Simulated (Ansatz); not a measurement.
**SiAsH3 (triplet): the correlation ladder at a displaced geometry (v1), cc-pVDZ**

One table from this session's results is given with a row withheld; the runs are named, their logs left out.

The runs use Ansatz 0.2.0, Gaussian basis; cc-pVDZ, core rule «outside noble gas», up to 19 orbitals frozen.

Plan: UHF; CCSD(T) on ROHF; CCSD(T) on UHF; BCCD(T) on ROHF; CISD; CCSDT(Q) on ROHF; CCSDT(Q) on UHF.

23 further runs of the same task are left out: 2 for a known fault of the program, 13 that didn't finish, 8 set aside as unsound or not needed.

### The system

The geometry is a PBE0/def2-TZVP stationary point (not a proven minimum) with its atoms shifted at random (size 0.040 Å). No spin-orbit coupling is included. The filled d shell of As may be among the frozen orbitals whatever the setting's name suggests; the logs give the count.

5 atoms, charge 0, spin multiplicity 3.

Atoms are counted from 1 here; the program's logs count them from 0.

Bond lengths: Si1–As2 2.356 Å, Si1–H3 1.514 Å, Si1–H4 1.499 Å, Si1–H5 1.587 Å. Angles: As2–Si1–H3 108.4°, As2–Si1–H4 112.4°, As2–Si1–H5 112.3°, H3–Si1–H4 111.4°, H3–Si1–H5 105.8°, H4–Si1–H5 106.3°.

As a file:

```xyz
5

Si   -1.64894   -0.00030    0.01346
As    0.70693    0.00000   -0.00358
H    -2.12722    1.43553   -0.03692
H    -2.21235   -0.72347    1.19897
H    -2.26080   -0.70371   -1.27097
```

The first run:

File in.yaml:

```yaml
crystal:
  periodic: [false, false, false]
  atoms:
    - {symbol: Si, position_ang: [-1.648940, -0.000303, 0.013465]}
    - {symbol: As, position_ang: [0.706927, 0.000001, -0.003582]}
    - {symbol: H, position_ang: [-2.127215, 1.435532, -0.036922]}
    - {symbol: H, position_ang: [-2.212346, -0.723471, 1.198975]}
    - {symbol: H, position_ang: [-2.260805, -0.703715, -1.270971]}
basis:
  gaussian: {orbitals: cc-pVDZ}
magnetization: {spin_polarized: true, initial_magnetization: 2}
hamiltonian: {xc: hf}
output: {orbitals: {seedname: orbitals}}
```

Started as:

```console
$ ansatz run in.yaml --threads 1 --pin off --events-out ev --progress --plain --max-ram 2393MiB
```

Among the steps run: UHF; CCSD(T) on ROHF; CCSD(T) on UHF; BCCD(T) on ROHF; CISD; CCSDT(Q) on ROHF; CCSDT(Q) on UHF.

One table of the session follows, with a row left open; its other results are not shown here.

```
   method  from UCCSDT(Q) (meV)
     ROHF               +6073.4
      UHF               +5935.1
     RMP2               +1271.2
     UMP2               +1281.3
     CISD                +673.0
    RCCSD                +188.1
    UCCSD                +176.9
 RCCSD(T)                 +44.2
 UCCSD(T)                 +36.1
  BCCD(T)                 +43.3
   RCCSDT                 +14.9
   UCCSDT                     ?
RCCSDT(Q)                  +8.1
UCCSDT(Q)                     0
```

**Question.** Estimate the row for UCCSDT.

**Answer.** from UCCSDT(Q) (meV): +6.8. In the column «from UCCSDT(Q) (meV)» it lies between UCCSDT(Q) (0) and RCCSDT(Q) (+8.1).

Limits of these values: Restricted and unrestricted rows rest on different reference determinants; where their highest levels disagree by more than a few hundredths of an eV, they describe different states and don't form one ladder.
